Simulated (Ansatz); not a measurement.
# ZnHO radical (SMILES [OH][Zn]): one structure at several levels

One table from this session's results is given with a row withheld; the runs are named, their logs left out.

The runs use Ansatz 0.2.0, Gaussian basis; single points in def2-TZVPP.

Correlated methods freeze the cores. Filled d shells of the heavier atoms are correlated. Orbitals are unrestricted.

## Where the work starts

SMILES `[OH][Zn]`, 3 atoms, charge 0, spin multiplicity 2.

Atoms are counted from 1 here; the program's logs count them from 0.

Bond lengths: O1–Zn2 1.873 Å, O1–H3 0.946 Å. Angles: Zn2–O1–H3 125.3°.

Coordinates:

```xyz
3
HOZn
O    -0.3033   -0.3850   -0.2240
Zn    1.2689    0.0374    0.7027
H    -0.9600    0.2375   -0.4985
```

The first run:

run/in.yaml

```yaml
crystal:
  periodic: [false, false, false]
  atoms:
    - {symbol: O, position_ang: [-0.303300, -0.385000, -0.224000]}
    - {symbol: Zn, position_ang: [1.268900, 0.037400, 0.702700]}
    - {symbol: H, position_ang: [-0.960000, 0.237500, -0.498500]}
basis:
  gaussian: {orbitals: def2-TZVPP}
magnetization: {spin_polarized: true, initial_magnetization: 1}
correlation: {method: ccsd_t}
scf: {omitted_lower_state_checks: [cluster_reference]}
output: {forces: true}
```

The command line of these runs was not kept.

Among the steps run: CCSD(T)/def2-TZVPP; PBE0-D4/def2-TZVPP; wB97M-V/def2-TZVPP; r2SCAN-D4/def2-TZVPP; PBE-D4/def2-TZVPP; r2SCAN0-D4/def2-TZVPP; B97M-V/def2-TZVPP.

One of the session's tables, all rows but one given; the rest of the session is left out.

| method | RMS force component (eV/Å) | angle to CCSD(T) forces (°) | dipole (D) |
| --- | --- | --- | --- |
| CCSD(T) | 0.685 | reference | 2.02 |
| PBE0-D4 | ? | ? | ? |
| wB97M-V | 0.643 | 2.0 | 1.97 |
| r2SCAN-D4 | 0.710 | 4.7 | 1.76 |
| PBE-D4 | 0.769 | 25.4 | 1.58 |
| r2SCAN0-D4 | 0.636 | 12.3 | 2.03 |
| B97M-V | 0.566 | 9.4 | 1.68 |

Estimate the missing values for PBE0-D4.

**Answer.** RMS force component (eV/Å): 0.625; angle to CCSD(T) forces (°): 3.3; dipole (D): 1.92. In the column «RMS force component (eV/Å)» it lies between B97M-V (0.566) and r2SCAN0-D4 (0.636).
